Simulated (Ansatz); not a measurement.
Run this with the Ansatz DFT code, driven from Python and show what comes out.

Script `restart_tacun2.py`:
```python
"""A run of TaCuN2 that can be started again."""

import ansatz as az
from ase import Atoms

atoms = Atoms(
    ["Ta", "Cu", "N", "N"],
    scaled_positions=[
        (0.5, 0.5, 0.5),
        (0.0, 0.0, 0.0),
        (0.119, 0.119, 0.119),
        (0.881, 0.881, 0.881),
    ],
    cell=[
        (1.568, 0.90529, 5.81267),
        (-1.568, 0.90529, 5.81267),
        (0.0, -1.81057, 5.81267),
    ],
    pbc=True,
)
tacun2 = az.Crystal.from_ase(atoms)

model = (
    tacun2.calculation()
    .functional("pbesol")
    .kpoints(6, 6, 6)
    .occupations(az.OccupationsMethod.FIXED)
    .forces()
    .checkpoint(write="tacun2.run")
)
with az.exiting_at_sigterm():
    out = model.run(resume=True)
print("returned:", type(out).__name__)
print(f"F = {out.report['free_energy_ev']:.5f} eV, {out.report['n_iterations']} iterations")
```

```console
$ python restart_tacun2.py
DeckWarning: basis.ecutwfc = 420 eV, auto-derived from the records' recommended cutoffs: set by Ta (normal level)
returned: RunOutcome
F = -17153.12770 eV, 8 iterations
```
(Warnings from the package without file and line.)

```console
$ python restart_tacun2.py
DeckWarning: basis.ecutwfc = 420 eV, auto-derived from the records' recommended cutoffs: set by Ta (normal level)
returned: CompletedStep
F = -17153.12770 eV, 8 iterations
```
(Warnings from the package without file and line.)

Reading the output:
- Total energies depend on the potentials; only differences at equal settings carry meaning. A total without «per atom» is that of the cell as typed.
- Spin is left out of this run.
- Spin-orbit coupling, which matters for elements this heavy, is left out.
- The structure is a deposited one; some such entries were measured under pressure or heat, so a shift against it needn't be the functional's error alone.
- It ran for 3.2 s on 1 thread of Intel(R) Xeon(R) Platinum 8488C (Sapphire Rapids) (shared host), peak memory 0.45 GiB.

(Lines on the test bed's own set-up are left out of the output.)
